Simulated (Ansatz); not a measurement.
# ClFH4O2Si2: the cost of one run

Program: Ansatz 0.2.0, Gaussian basis. Level of theory: the settings change from run to run. These are calculated values, not measurements.

## 1. The molecule

An earlier PBE0-D4 in a triple-zeta def2 set relaxation fixed the geometry.

SMILES `O[SiH](F)O[SiH2]Cl`, 10 atoms, charge 0, spin multiplicity 1.

Atoms are counted from 1 here; the program's logs count them from 0.

Bond lengths: O1–Si2 1.619 Å, O1–H7 0.960 Å, Si2–F3 1.589 Å, Si2–O4 1.628 Å, Si2–H8 1.464 Å, O4–Si5 1.622 Å, Si5–Cl6 2.062 Å, Si5–H9 1.476 Å, Si5–H10 1.476 Å. Angles: Si2–O1–H7 119.3°, O1–Si2–F3 110.6°, O1–Si2–O4 112.2°, O1–Si2–H8 108.5°, F3–Si2–O4 106.6°, F3–Si2–H8 108.8°, O4–Si2–H8 110.0°, Si2–O4–Si5 145.5°, O4–Si5–Cl6 109.2°, O4–Si5–H9 110.5°, O4–Si5–H10 109.5°, Cl6–Si5–H9 107.3°, Cl6–Si5–H10 107.6°, H9–Si5–H10 112.7°.

## 2. r2SCAN/cc-pVTZ-DK

Options: unrestricted orbitals, high accuracy.

Input file in.yaml:

```yaml
crystal:
  periodic: [false, false, false]
  atoms:
    - {symbol: O, position_ang: [-0.751887, 0.159006, 1.981714]}
    - {symbol: Si, position_ang: [-0.843748, -0.912471, 0.771920]}
    - {symbol: F, position_ang: [-2.239056, -0.790910, 0.020540]}
    - {symbol: O, position_ang: [0.311318, -0.672998, -0.350225]}
    - {symbol: Si, position_ang: [1.093411, 0.427688, -1.248808]}
    - {symbol: Cl, position_ang: [0.749980, 2.305398, -0.468785]}
    - {symbol: H, position_ang: [-0.635761, 1.089349, 1.776551]}
    - {symbol: H, position_ang: [-0.725545, -2.259192, 1.334377]}
    - {symbol: H, position_ang: [0.578640, 0.427126, -2.632104]}
    - {symbol: H, position_ang: [2.545748, 0.175804, -1.182279]}
basis:
  gaussian: {orbitals: cc-pVTZ-DK}
magnetization: {spin_polarized: true, initial_magnetization: 0}
hamiltonian: {xc: {name: r2SCAN}}
accuracy: high
```

Launch:

```console
$ ansatz run in.yaml --threads 4 --pin off --events-out ev --progress --plain --max-ram 10444MiB
```

Q: Estimate wall time and peak memory on 4 threads of AMD EPYC 9R05, shared host.

About 8.5 s, with a peak of 2 GiB.
